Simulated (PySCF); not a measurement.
# F2MoO2 (MoO2F2): the cost of one run

Method: levels as typed in each script, gas phase, geometry from GFN2-xTB; program: PySCF 2.14.0.

### Step 1. The starting structure

5 atoms, charge 0, spin multiplicity 1.

Bond lengths: Mo1–O2 1.633 Å, Mo1–O3 1.633 Å, Mo1–F4 1.758 Å, Mo1–F5 1.758 Å. Angles: O2–Mo1–O3 111.6°, O2–Mo1–F4 108.7°, O2–Mo1–F5 108.7°, O3–Mo1–F4 108.7°, O3–Mo1–F5 108.7°, F4–Mo1–F5 110.5°.

Coordinates:

```
Mo    0.0000    0.0441    0.0000
O     0.0012    0.9615   -1.3507
O    -0.0012    0.9614    1.3508
F     1.4449   -0.9575    0.0010
F    -1.4448   -0.9575   -0.0010
```

### Step 2. Density, bond paths and surface potential (TPSSh/def2-svpd)

Input file input.py:

```python
import numpy as np
from pyscf import gto, scf, dft
from pyscf.scf import atom_ks, atom_hf
from scipy.linalg import block_diag

def solve(mol, dm0=None, hcore=None):
    mf = (dft.UKS if mol.spin else dft.RKS)(mol, xc='tpssh')
    mf.grids.level = 3
    mf = mf.density_fit(auxbasis='def2-universal-jkfit')
    mf.conv_tol, mf.max_cycle = 1e-8, 80
    if hcore is not None:
        mf.get_hcore = lambda *args: hcore
    mf.kernel(dm0)
    if not mf.converged:
        mf = mf.newton().run(mf.mo_coeff, mf.mo_occ, max_cycle=30)
    assert mf.converged, 'SCF not converged'
    return mf

mol = gto.M(atom='''
Mo    -0.00002     0.04409    -0.00001
O      0.00120     0.96146    -1.35071
O     -0.00118     0.96140     1.35079
F      1.44492    -0.95745     0.00098
F     -1.44483    -0.95750    -0.00100
''', basis='def2-svpd', ecp={'Mo': 'def2-svpd'}, charge=0, spin=0, verbose=4)
mf = solve(mol)
mf.analyze()
# spherically averaged free atoms, for the promolecule
atom_ks.AtomSphAverageRKS.init_guess_by_vsap = lambda self, mol=None: self.init_guess_by_minao(mol)  # core potentials
atm = atom_ks.get_atm_nrks(mol, xc='tpssh')
pro = block_diag(*[(atm[a[0]][2] * atm[a[0]][3]) @ atm[a[0]][2].T for a in mol._atom])
np.savez('result.npz', e=mf.e_tot, c=mf.mo_coeff, occ=mf.mo_occ, eps=mf.mo_energy, pro=pro, dip=mf.dip_moment(verbose=0), s2=mf.spin_square()[0])
```

Started as:

```console
> OMP_NUM_THREADS=1 python input.py
```

Q: Estimate wall time and peak memory on 1 thread of Arm Neoverse V2, shared host.

About 21 s, with a peak of 0.56 GiB.
